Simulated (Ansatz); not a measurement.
Co2Pd:

```
Pd Co
1.0
     2.63793    0.00000    0.00000
    -1.31897    2.28451    0.00000
     0.00000    0.00000    6.31934
Pd Co
1 2
Direct
  0.00000 0.00000 0.00000
  0.66667 0.33333 0.34978
  0.33333 0.66667 0.65022
```

The cell comes from a database or a generator and needn't be the stable form of this composition.

```yaml
Program: Ansatz 0.2.0
Task: single point
Functional: PBEsol
Potentials_or_basis: all-electron LAPW, scalar-relativistic
Cutoff: 325 eV (chosen from the basis error)
Basis_error_allowed: 0.001 eV/atom
k_mesh: 12 × 12 × 4
Occupations: fermi-dirac, width 0.05 eV
Spin: collinear spin, ferromagnetic start
Starting_moments: "[0.0, 2.0, 2.0] μB"
```

On this cell: pressure -10.5 GPa; largest force 0.045 eV/Å; net moment 3.80 μB per cell; site moments Pd +0.23; Co +1.85 μB; band gap on the k mesh none (metal or under the smearing width).

The same run follows on a disturbed copy (atoms moved at random, drawn with an rms of 0.05 Å):

```
Pd Co
1.0
     2.63793    0.00000    0.00000
    -1.31897    2.28451    0.00000
     0.00000    0.00000    6.31934
Pd Co
1 2
Direct
  0.97516 0.99542 0.00623
  0.66511 0.33049 0.34439
  0.31833 0.67640 0.64656
```

Task: What changes?

Result: The energy (extrapolated to zero smearing) moves by +8.0 meV/atom; pressure -10.1 GPa; largest force 0.537 eV/Å; net moment 3.81 μB per cell; site moments Pd +0.24; Co +1.85, +1.86 μB; band gap on the k mesh none (metal or under the smearing width).

Forces on the atoms (eV/Å):
```
Pd   0.067  0.022 -0.533
Co  -0.145  0.045  0.423
Co   0.078 -0.067  0.110
```

Stress tensor (GPa, compression positive):
```
-10.53  -0.02   0.10
 -0.02 -10.41  -0.15
  0.10  -0.15  -9.51
```
